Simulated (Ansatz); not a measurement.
# CH7FOSSi2: small, medium and large basis sets

One table from this session's results is given with a row withheld; the runs are named, their logs left out.

Program: Ansatz 0.2.0, Gaussian basis. Level of theory: one geometry, several basis sets. These are calculated values, not measurements.

Levels to be run: PBE0-D4/def2-SVP; ωB97M-V/def2-SVP; PBE0-D4/def2-QZVPP; ωB97M-V/def2-QZVPP; the functionals' def2-TZVPP values are taken from earlier runs.

### The geometry

All runs share one geometry, relaxed beforehand with PBE0-D4 in a triple-zeta def2 set.

13 atoms, charge 0, spin multiplicity 1.

Atoms are counted from 1 here; the program's logs count them from 0.

Bond lengths: C1–O2 1.413 Å, C1–H7 1.090 Å, C1–H8 1.095 Å, C1–H9 1.094 Å, O2–Si3 1.629 Å, Si3–S4 2.150 Å, Si3–H10 1.488 Å, Si3–H11 1.476 Å, S4–Si5 2.112 Å, Si5–F6 1.601 Å, Si5–H12 1.479 Å, Si5–H13 1.479 Å. Angles: O2–C1–H7 107.9°, O2–C1–H8 111.4°, O2–C1–H9 111.0°, H7–C1–H8 108.9°, H7–C1–H9 109.1°, H8–C1–H9 108.5°, C1–O2–Si3 124.4°, O2–Si3–S4 112.5°, O2–Si3–H10 111.2°, O2–Si3–H11 106.0°, S4–Si3–H10 106.9°, S4–Si3–H11 107.5°, H10–Si3–H11 112.7°, Si3–S4–Si5 99.1°, S4–Si5–F6 111.0°, S4–Si5–H12 106.9°, S4–Si5–H13 111.9°, F6–Si5–H12 108.1° and more.

Set-up of the first run:

in.yaml reads:

```yaml
crystal:
  periodic: [false, false, false]
  atoms:
    - {symbol: C, position_ang: [-1.992004, 0.114997, 0.571150]}
    - {symbol: O, position_ang: [-1.234290, -0.942151, 1.124498]}
    - {symbol: Si, position_ang: [0.381910, -1.087335, 0.983740]}
    - {symbol: S, position_ang: [1.013522, -1.312255, -1.058922]}
    - {symbol: Si, position_ang: [1.596862, 0.680010, -1.448776]}
    - {symbol: F, position_ang: [0.333760, 1.663879, -1.415258]}
    - {symbol: H, position_ang: [-3.019843, 0.007580, 0.918653]}
    - {symbol: H, position_ang: [-1.610304, 1.090577, 0.889625]}
    - {symbol: H, position_ang: [-1.978111, 0.076606, -0.521697]}
    - {symbol: H, position_ang: [1.077756, 0.111785, 1.522917]}
    - {symbol: H, position_ang: [0.744083, -2.326761, 1.698736]}
    - {symbol: H, position_ang: [2.160685, 0.702523, -2.815661]}
    - {symbol: H, position_ang: [2.546574, 1.185844, -0.434405]}
basis:
  gaussian: {orbitals: def2-SVP}
hamiltonian: {xc: pbe0, dispersion: d4}
output: {orbitals: {seedname: orbitals}}
```

The run is started by

```bash
ansatz run in.yaml --threads 2 --pin off --events-out ev --progress --plain --max-ram 20480MiB --backend cpu
```

Among the steps run: PBE0-D4 in def2-SVP; ωB97M-V in def2-SVP; PBE0-D4 in def2-QZVPP; ωB97M-V in def2-QZVPP.

One table of the session follows, with a row left open; its other results are not shown here.

It belongs to the step «Functionals by basis». 

| functional | basis | HOMO (eV) | LUMO (eV) |
| --- | --- | --- | --- |
| PBE0-D4 | def2-SVP | -7.98 | 0.45 |
| PBE0-D4 | def2-TZVPP | -8.04 | -0.02 |
| PBE0-D4 | def2-QZVPP | -8.06 | -0.16 |
| ωB97M-V | def2-SVP | -10.12 | 2.39 |
| ωB97M-V | def2-TZVPP | -10.22 | 1.74 |
| ωB97M-V | def2-QZVPP | ? | ? |

Estimate the missing values for ωB97M-V, def2-QZVPP.

The run gave: HOMO (eV): -10.25; LUMO (eV): 1.40. In the column «HOMO (eV)» it is the lowest.
